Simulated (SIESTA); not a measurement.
The system is In3Pd2.

```
In Pd
1.0
     4.56122    0.00000    0.00000
    -2.28061    3.95013    0.00000
     0.00000    0.00000    5.56368
In Pd
3 2
Direct
  0.66667 0.33333 0.35512
  0.33333 0.66667 0.64488
  0.00000 0.00000 0.00000
  0.66667 0.33333 0.84998
  0.33333 0.66667 0.15002
```

The cell comes from a database or a generator and needn't be the stable form of this composition.

| Property | Result |
| --- | --- |
| Program | SIESTA 5.4.2 |
| Task | single point |
| Functional | PBEsol |
| Potentials or basis | PseudoDojo 0.4 standard (PBEsol files) |
| Basis | DZP (energy shift 0.003 Ry; two zetas on semicore shells) |
| Grid cutoff | 800 Ry |
| Energy shift | 0.003 Ry |
| k mesh | 7 × 7 × 5 |
| Occupations | fermi-dirac, width 0.05 eV |
| Spin | no spin polarisation |

On this cell: pressure -1.7 GPa; largest force 0.040 eV/Å; band gap on the k mesh none (metal or under the smearing width).

The same run follows on a disturbed copy (atoms moved at random, drawn with an rms of 0.05 Å):

```
CELL_PARAMETERS angstrom
4.56122 0.00000 0.00000
-2.28061 3.95013 0.00000
0.00000 0.00000 5.56368
ATOMIC_POSITIONS crystal
In 0.67206 0.34355 0.35197
In 0.34374 0.67885 0.64516
In 0.00501 0.00094 0.00472
Pd 0.67316 0.34905 0.84898
Pd 0.34009 0.67087 0.15129
```

What does the disturbed cell give?

The energy (extrapolated to zero smearing) moves by +2.8 meV/atom; pressure -1.6 GPa; largest force 0.364 eV/Å; band gap on the k mesh none (metal or under the smearing width).

Forces in eV/Å, atoms in the order of the input:
```
In   0.093 -0.083  0.131
In  -0.080 -0.012  0.048
In  -0.093  0.344 -0.073
Pd   0.133 -0.251 -0.012
Pd  -0.054  0.002 -0.095
```

Stress tensor (GPa, compression positive):
```
-1.25 -0.09  0.00
-0.09 -1.08  0.12
 0.00  0.12 -2.49
```

Caveats: the basis of atomic orbitals isn't converged, which shifts pressures, moduli and gaps.
